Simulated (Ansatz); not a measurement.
# SnNH₅ (built from SMILES [NH2][SnH3]): a barrier at many levels of theory

Aim: the barrier and energy of one elementary step (Sn1–H4 formed, N2–H3 formed, H3–H4 broken) from LDA up to coupled cluster, on fixed structures, to see where each rung fails.

Program: Ansatz 0.2.0, Gaussian basis. Level of theory: single points in def2-TZVPP on PBE0-D4/def2-TZVP structures. These are calculated values, not measurements.

Levels: SPW92, PBE-D4, BLYP-D4, r2SCAN-D4, B97M-V, PBE0-D4, B3LYP-D4, r2SCAN0-D4, BHLYP-D4, CAM-B3LYP-D4, wB97X-V, wB97M-V, B2PLYP, PBE-QIDH, RPA on PBE, Hartree-Fock, MP2, CCSD, CCSD(T). The reference is CCSD(T) at the basis limit, from triple and quadruple zeta. Zero-point energies come from PBE0-D4 vibrations.

Correlated methods freeze the cores. Filled d shells of the heavier atoms are correlated. Core potentials replace the inner electrons past krypton, and spin-orbit coupling is left out. B3LYP uses VWN-RPA correlation. B2PLYP carries no dispersion term here.

43 further runs of the same task are left out: 1 that didn't finish, 42 set aside as unsound or not needed.

### 1 Start, saddle and end, as given

Charge 0, multiplicity 1. The folders r, ts and p hold the start, the saddle and the end; their coordinates stand in the first inputs.

| pair | r (Å) | ts (Å) | p (Å) |
| --- | --- | --- | --- |
| Sn1–H4 | 3.118 | 2.081 | 1.780 |
| N2–H3 | 3.797 | 1.476 | 1.013 |
| H3–H4 | 0.749 | 0.945 | 2.819 |

### 2 SPW92/def2-TZVPP

r/in.yaml

```yaml
crystal:
  periodic: [false, false, false]
  atoms:
    - {symbol: Sn, position_ang: [-0.114665, -0.620663, 1.187595]}
    - {symbol: N, position_ang: [0.943300, -1.029664, -0.473562]}
    - {symbol: H, position_ang: [-1.657394, 1.701487, -0.029281]}
    - {symbol: H, position_ang: [-2.249698, 1.249042, -0.104096]}
    - {symbol: H, position_ang: [0.631579, 0.990640, 1.323701]}
    - {symbol: H, position_ang: [0.855058, -1.892009, -0.987354]}
    - {symbol: H, position_ang: [1.591818, -0.398834, -0.917004]}
basis:
  gaussian: {orbitals: def2-TZVPP}
hamiltonian: {xc: lda}
```

ts/in.yaml

```yaml
crystal:
  periodic: [false, false, false]
  atoms:
    - {symbol: Sn, position_ang: [-0.363723, -0.348362, 1.407470]}
    - {symbol: N, position_ang: [0.363077, -0.496949, -0.656424]}
    - {symbol: H, position_ang: [-0.770693, 0.428198, -0.467216]}
    - {symbol: H, position_ang: [-1.423667, 0.846327, 0.072693]}
    - {symbol: H, position_ang: [0.679657, 1.064566, 1.645893]}
    - {symbol: H, position_ang: [0.241613, -1.379105, -1.134244]}
    - {symbol: H, position_ang: [1.273735, -0.114674, -0.868171]}
basis:
  gaussian: {orbitals: def2-TZVPP}
hamiltonian: {xc: lda}
```

p/in.yaml

```yaml
crystal:
  periodic: [false, false, false]
  atoms:
    - {symbol: Sn, position_ang: [-0.348535, -0.187348, 1.564289]}
    - {symbol: N, position_ang: [0.346766, -0.414259, -0.715094]}
    - {symbol: H, position_ang: [0.140104, 0.462236, -1.178087]}
    - {symbol: H, position_ang: [-1.820555, 0.510893, 0.847489]}
    - {symbol: H, position_ang: [0.492570, 1.378222, 1.466210]}
    - {symbol: H, position_ang: [-0.150979, -1.156305, -1.192050]}
    - {symbol: H, position_ang: [1.340630, -0.593439, -0.792757]}
basis:
  gaussian: {orbitals: def2-TZVPP}
hamiltonian: {xc: lda}
```

Each run has its own folder and the same command.

The run is started by

```bash
> ansatz run in.yaml --threads 2 --pin off --events-out ev --progress --plain --max-ram 4352MiB
```

Further steps of the session: PBE-D4/def2-TZVPP; BLYP-D4/def2-TZVPP; r2SCAN-D4/def2-TZVPP; B97M-V/def2-TZVPP; PBE0-D4/def2-TZVPP; B3LYP-D4/def2-TZVPP; r2SCAN0-D4/def2-TZVPP; BHLYP-D4/def2-TZVPP; CAM-B3LYP-D4/def2-TZVPP; wB97X-V/def2-TZVPP; wB97M-V/def2-TZVPP; B2PLYP/def2-TZVPP; PBE-QIDH/def2-TZVPP; RPA on PBE/def2-TZVPP; CCSD(T)/def2-TZVPP; MP2/def2-QZVPP; SPW92/def2-SVP; PBE-D4/def2-SVP; PBE0-D4/def2-SVP; wB97M-V/def2-SVP; CCSD(T)/def2-SVP; Vibrations of the start structure; Vibrations of the end structure.

**Question.** What will these runs give? Wanted: barrier, CCSD(T)/CBS; reverse barrier, CCSD(T)/CBS; step energy, CCSD(T)/CBS; barrier with zero-point energy; step energy with zero-point energy; imaginary mode at the saddle; largest T1 diagnostic.

The runs gave:

| quantity | value |
| --- | --- |
| barrier, CCSD(T)/CBS | 23.7 kcal/mol |
| reverse barrier, CCSD(T)/CBS | 34.8 kcal/mol |
| step energy, CCSD(T)/CBS | -11.1 kcal/mol |
| barrier with zero-point energy | 24.9 kcal/mol |
| step energy with zero-point energy | -6.5 kcal/mol |
| imaginary mode at the saddle | 1262i cm⁻¹ |
| largest T1 diagnostic | 0.017 |

In words: Among the functionals B2PLYP lands nearest to CCSD(T)/CBS (+0.1 kcal/mol) and SPW92 farthest (-12.4 kcal/mol). Mean unsigned error by rung: LDA 12.4, GGA 3.3, meta-GGA 3.3, hybrid 2.2, range-separated hybrid 0.8, double hybrid 1.1 kcal/mol. PBE-D4 gives a barrier 5.3 kcal/mol too low, outside chemical accuracy (1 kcal/mol). Every functional without exact exchange puts the forward barrier too low. Hartree-Fock, with no correlation, is off by +8.0 kcal/mol. Zero-point motion raises the barrier by 1.1 kcal/mol.
